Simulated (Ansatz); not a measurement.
# C2HBrFN: how energies converge with the basis set

One table from this session's results is given with a row withheld; the runs are named, their logs left out.

Computed with Ansatz 0.2.0, Gaussian basis. Level: one geometry, several basis sets.

The runs, in order: PBE0-D4/def2-SVP; ωB97M-V/def2-SVP; PBE0-D4/def2-QZVPP; ωB97M-V/def2-QZVPP; the functionals' def2-TZVPP values are taken from earlier runs.

## Structure used throughout

An earlier PBE0-D4 in a triple-zeta def2 set relaxation fixed the geometry.

SMILES `N#CC(F)Br`, 6 atoms, charge 0, spin multiplicity 1.

Atoms are counted from 1 here; the program's logs count them from 0.

Bond lengths: N1–C2 1.148 Å, C2–C3 1.456 Å, C3–F4 1.350 Å, C3–Br5 1.938 Å, C3–H6 1.090 Å. Angles: N1–C2–C3 178.4°, C2–C3–F4 110.5°, C2–C3–Br5 109.4°, C2–C3–H6 110.9°, F4–C3–Br5 110.2°, F4–C3–H6 109.5°, Br5–C3–H6 106.3°.

Coordinates:

```xyz
6
C2HBrFN
N    -0.5493   -0.8834    1.9141
C    -0.2237   -0.4627    0.8964
C     0.2281    0.0683   -0.3824
F     0.0114   -0.8272   -1.3691
Br   -0.7120    1.7203   -0.7600
H     1.2878    0.3207   -0.3452
```

Set-up of the first run:

in.yaml

```yaml
crystal:
  periodic: [false, false, false]
  atoms:
    - {symbol: N, position_ang: [-0.549342, -0.883418, 1.914131]}
    - {symbol: C, position_ang: [-0.223710, -0.462704, 0.896444]}
    - {symbol: C, position_ang: [0.228081, 0.068260, -0.382356]}
    - {symbol: F, position_ang: [0.011389, -0.827224, -1.369078]}
    - {symbol: Br, position_ang: [-0.712041, 1.720278, -0.760045]}
    - {symbol: H, position_ang: [1.287823, 0.320706, -0.345195]}
basis:
  gaussian: {orbitals: def2-SVP}
hamiltonian: {xc: pbe0, dispersion: d4}
output: {orbitals: {seedname: orbitals}}
```

The run is started by

```bash
$ ansatz run in.yaml --threads 2 --pin off --events-out ev --progress --plain --max-ram 4352MiB
```

Among the steps run: PBE0-D4 in def2-SVP; ωB97M-V in def2-SVP; PBE0-D4 in def2-QZVPP; ωB97M-V in def2-QZVPP.

One table of the session follows, with a row left open; its other results are not shown here.

It belongs to the step «Functionals by basis». 

```
functional       basis  HOMO (eV)
   PBE0-D4    def2-SVP      -8.94
   PBE0-D4  def2-TZVPP      -9.08
   PBE0-D4  def2-QZVPP      -9.10
   ωB97M-V    def2-SVP          ?
   ωB97M-V  def2-TZVPP     -11.35
   ωB97M-V  def2-QZVPP     -11.38
```

Estimate the missing values for ωB97M-V, def2-SVP.

As computed: HOMO (eV): -11.19. In the column «HOMO (eV)» it lies between ωB97M-V, def2-TZVPP (-11.35) and PBE0-D4, def2-QZVPP (-9.10).
